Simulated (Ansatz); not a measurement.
# Cu: energy and stress against strain

Aim: for Cu, strain the cell along the Voigt pattern (1, 0, 0, 0, 0, 0).

Program: Ansatz 0.2.0. Level of theory: DFT r2SCAN, scalar-relativistic, plane waves, PAW. These are calculated values, not measurements.

**1. The system as given**

It takes space group P6_3/mmc (No. 194, hexagonal). The conventional cell has a = 2.534 Å, b = 2.534 Å, c = 4.113 Å, α = 90.00°, β = 90.00°, γ = 120.00°. Cu (site symmetry -6m2) is surrounded by 12 Cu at 2.52 to 2.53 Å.

As a file:

```cif
data_structure
_symmetry_space_group_name_H-M 'P6_3/mmc'
_symmetry_Int_Tables_number 194
_cell_length_a 2.5341
_cell_length_b 2.5341
_cell_length_c 4.1126
_cell_angle_alpha 90.000
_cell_angle_beta 90.000
_cell_angle_gamma 120.000
_cell_volume 22.87
loop_
_atom_site_label
_atom_site_type_symbol
_atom_site_symmetry_multiplicity
_atom_site_Wyckoff_symbol
_atom_site_fract_x
_atom_site_fract_y
_atom_site_fract_z
_atom_site_occupancy
Cu1 Cu 2 c 0.33333 0.66667 0.25000 1
```

It goes back to an entry of the Materials Project, which need not be the stable form.

The cell is taken as given, not relaxed at this level.

**2. Zero of energy**

Reference values: F = -13262.4601 eV; pressure 0.22 GPa; largest force 0.000 eV/Å; gap on the mesh none (metal). It was computed beforehand with the settings of the runs below.

**3. Setting up energy and stress against strain**

The cell is strained by ε times the Voigt pattern (1, 0, 0, 0, 0, 0) (xx, yy, zz, yz, xz, xy; engineering shear), with fractional coordinates fixed (clamped ions). The stress on the pattern is the sum of the stress components weighted by it, tension positive.

**4. Point ε = -0.0600**

Input file input.yaml:

```yaml
crystal:
  lattice:
    - [2.3820508696, 0.0, 0.0]
    - [-1.1910254348, 2.1945920917, 0.0]
    - [0.0, 0.0, 4.112571]
  atoms:
    - { symbol: Cu, position: [0.3333333333, 0.6666666667, 0.25] }
    - { symbol: Cu, position: [0.6666666667, 0.3333333333, 0.75] }
basis:
  ecutwfc: 500
kpoints:
  mp_grid: { grid: [24, 24, 12] }
hamiltonian:
  xc: r2scan
scf:
  occupations: { method: gaussian, width: 0.15 }
output:
  forces: true
  stress: true
  eigenvalues: true
```

Command:

```
> ansatz run input.yaml --threads 1 --pin off --max-ram 2560MiB --backend cpu --events-out ev --progress --plain --runs-dir out
```

**5. Point ε = 0.0450**

Edit input.yaml of step 4 so:

```diff
@@ -2,4 +2,4 @@
   lattice:
-    - [2.3820508696, 0.0, 0.0]
-    - [-1.1910254348, 2.1945920917, 0.0]
+    - [2.6481310199, 0.0, 0.0]
+    - [-1.32406551, 2.1945920917, 0.0]
     - [0.0, 0.0, 4.112571]
```

**6. Point ε = -0.0300**

Edit input.yaml of step 5 so:

```diff
@@ -2,4 +2,4 @@
   lattice:
-    - [2.6481310199, 0.0, 0.0]
-    - [-1.32406551, 2.1945920917, 0.0]
+    - [2.4580737697, 0.0, 0.0]
+    - [-1.2290368849, 2.1945920917, 0.0]
     - [0.0, 0.0, 4.112571]
```

**7. ε = 0.0150**

Edit input.yaml of step 6 so:

```diff
@@ -2,4 +2,4 @@
   lattice:
-    - [2.4580737697, 0.0, 0.0]
-    - [-1.2290368849, 2.1945920917, 0.0]
+    - [2.5721081199, 0.0, 0.0]
+    - [-1.2860540599, 2.1945920917, 0.0]
     - [0.0, 0.0, 4.112571]
```

(Steps that only read results are left out.)

Before running it: what results should come out? Wanted: slope of the stress at ε = 0, from the points at -0.0300, 0 and 0.0150.

The runs gave:

```
                                                              quantity    value
slope of the stress at ε = 0, from the points at -0.0300, 0 and 0.0150  263 GPa
```

From the stress slope, C11 is about 263 GPa with the ions clamped; letting the atoms relax could not make it stiffer. The step is wide, so higher orders mix in. The undisturbed cell stays the lowest of the sampled points.
